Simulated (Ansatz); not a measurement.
## CHFI2, SMILES FC(I)I: a single point in a Gaussian basis, step by step

Computed with Ansatz 0.2.0 through its Python package.

At the Python prompt:
```pycon
>>> from pathlib import Path
>>> import ansatz as az
>>> chfi2 = (
...     az.Crystal.molecule()
...     .atom("F", (1.3684, -0.5955, 0.0433))
...     .atom("C", (0.0583, -0.059, 0.1929))
...     .atom("I", (-0.0216, 1.8964, -0.5952))
...     .atom("I", (-1.1909, -1.2284, -0.9275))
...     .atom("H", (-0.1643, -0.0872, 1.2451))
... )
>>> job = (
...     chfi2.calculation()
...     .basis(gaussian="def2-SVPD")
...     .functional(az.LibraryFunctional("wB97"))
...     .orbitals()
... )
>>> res = job.run(runs_dir="out")
>>> data = res.report
>>> sorted(key for key in data if key.endswith("_ev"))
['free_energy_ev', 'reference_energy_ev']
>>> data["n_occupied"], data["n_virtual"]
([33, 33], [88, 88])
>>> print("reference energy %16.6f eV" % data["reference_energy_ev"])
reference energy    -19969.958189 eV
>>> print("total energy     %16.6f eV" % data["free_energy_ev"])
total energy        -19969.958189 eV
>>> print("occupied orbitals outside the frozen core (up, down):", data["n_occupied"], " frozen:", data["n_frozen"], " virtual:", data["n_virtual"])
occupied orbitals outside the frozen core (up, down): [33, 33]  frozen: 0  virtual: [88, 88]
>>> field = data["mean_field"]
>>> print("<S^2> =", round(abs(field["state"]["spin_squared"]), 4), " all-electron relativity setting:", field["relativity"])
<S^2> = 0.0  all-electron relativity setting: none
>>> print("passes:", field["passes"])
passes: {'evaluations': 14, 'products': 14}
>>> if "symmetry" in field:
...     print("occupied orbitals by irrep:", field["symmetry"]["occupied"])
...
occupied orbitals by irrep: [{'A': 33}, {'A': 33}]
>>> lines = Path(data["orbitals_path"]).read_text().splitlines()
>>> field_of = lambda key: [line.split("=")[1].strip() for line in lines if line.startswith(key)]
>>> orbitals = [(27.211386 * float(e), s, float(n)) for e, s, n in zip(field_of("Ene="), field_of("Spin="), field_of("Occup="))]
>>> homo = max(e for e, _, n in orbitals if n > 0.5)
>>> lumo = min(e for e, _, n in orbitals if n < 0.5)
>>> for e, spin, n in sorted(orbitals):
...     if homo - 10 < e < lumo + 5:
...         print(f"{spin:6s} {e:10.3f} eV  occupation {n:.0f}")
...
Alpha     -18.040 eV  occupation 2
Alpha     -16.486 eV  occupation 2
Alpha     -16.429 eV  occupation 2
Alpha     -13.803 eV  occupation 2
Alpha     -12.670 eV  occupation 2
Alpha     -11.118 eV  occupation 2
Alpha     -10.749 eV  occupation 2
Alpha     -10.269 eV  occupation 2
Alpha      -9.700 eV  occupation 2
Alpha       0.267 eV  occupation 0
Alpha       1.254 eV  occupation 0
Alpha       2.090 eV  occupation 0
Alpha       2.125 eV  occupation 0
Alpha       2.238 eV  occupation 0
Alpha       2.596 eV  occupation 0
Alpha       2.920 eV  occupation 0
Alpha       2.965 eV  occupation 0
Alpha       3.036 eV  occupation 0
Alpha       3.165 eV  occupation 0
Alpha       4.142 eV  occupation 0
Alpha       4.506 eV  occupation 0
Alpha       4.535 eV  occupation 0
Alpha       4.845 eV  occupation 0
```

Reading the output:
- Total energies depend on the basis set; only differences at equal settings carry meaning.
- The geometry is a force-field or estimated start, not a minimum of this method, and the basis set is short of its limit.
- def2 sets replace the cores of elements past krypton by effective core potentials.
- Alpha marks a spatial orbital of a restricted run, filled by both spins.
- Levels such as HOMO and LUMO are orbital energies: with these approximate functionals they aren't the ionisation energy and electron affinity, and their gap isn't the fundamental gap.
- Wall time of the script: 12 s on 1 thread of Arm Neoverse V1 (shared host), peak memory 0.33 GiB.
